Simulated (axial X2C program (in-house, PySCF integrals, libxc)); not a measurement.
# PtF⁺: properties at the nuclei

Wanted for PtF⁺: properties at the nuclei, at the two-component level.

The runs use an in-house X2C program for linear molecules on PySCF integrals; two-component X2C with atomic mean-field terms, Pt dyall-cv3z, F dyall-av3z.

All values are calculated.

## (1) Set-up

Input file task.json:

```json
{
 "zs": [
  78,
  9
 ],
 "q": 1,
 "bas": [
  "dyall-cv3z",
  "dyall-av3z"
 ],
 "r0": 1.87,
 "levels": [
  "PBE0",
  "HF",
  "BP86",
  "PBE",
  "B3LYP"
 ],
 "nst": 3
}
```

Keys: zs atomic numbers; q charge; bas basis sets; r0 starting distance in Å; levels methods (HF also brings MP2); nst determinants followed.

Run with:

```console
$ python soeom.py task.json out
```

The runs that follow: Expectation values, lowest determinant; Expectation values, a higher determinant; Expectation values, a higher determinant.

What does the calculation give? Wanted: lowest determinant; Eeff magnitude; Ws magnitude Pt; A∥/gI Pt; qzz Pt; higher determinant (for each run or level that gives them).

The runs gave:

```
                                        quantity                                            value
                              lowest determinant  Ω = 1 (excess of +ω over −ω: ω = -1/2, ω = 3/2)
                    Eeff magnitude (GV/cm), PBE0                                             10.2
                     Ws magnitude Pt (kHz), PBE0                                             11.2
                            A∥/gI Pt (MHz), PBE0                                            -3900
                             qzz Pt (a.u.), PBE0                                             6.03
                              higher determinant   Ω = 2 (excess of +ω over −ω: ω = 1/2, ω = 3/2)
Eeff magnitude (GV/cm), PBE0, higher determinant                                             26.5
 Ws magnitude Pt (kHz), PBE0, higher determinant                                             12.5
        A∥/gI Pt (MHz), PBE0, higher determinant                                             2540
         qzz Pt (a.u.), PBE0, higher determinant                                             6.60
                              higher determinant                             Ω = 0 (closed shell)
         qzz Pt (a.u.), PBE0, higher determinant                                             8.52
          qzz F (a.u.), PBE0, higher determinant                                             2.87
```

What this shows: In the first state, the effective field runs from 5.59 to 10.2 GV/cm over the mean-field levels. The expectation values come from single determinants, which for open shells can mix terms of unlike spin or miss the lowest Ω, so a determinant need not be a state. Eeff is the effective electric field on the electron dipole moment in this Ω state and Ws the scalar–pseudoscalar constant (defined with the proton number Z and per Ω); A∥ is the parallel hyperfine constant, which follows by multiplying with the nuclear g factor gI = μI/(I μN); qzz is the electric field gradient, eQq0 = 234.96 MHz × Q/barn × qzz. The operators were transformed with the bare-nucleus X2C matrices. A second determinant lies within 0.1 eV of the first, so their order is not settled at this level.
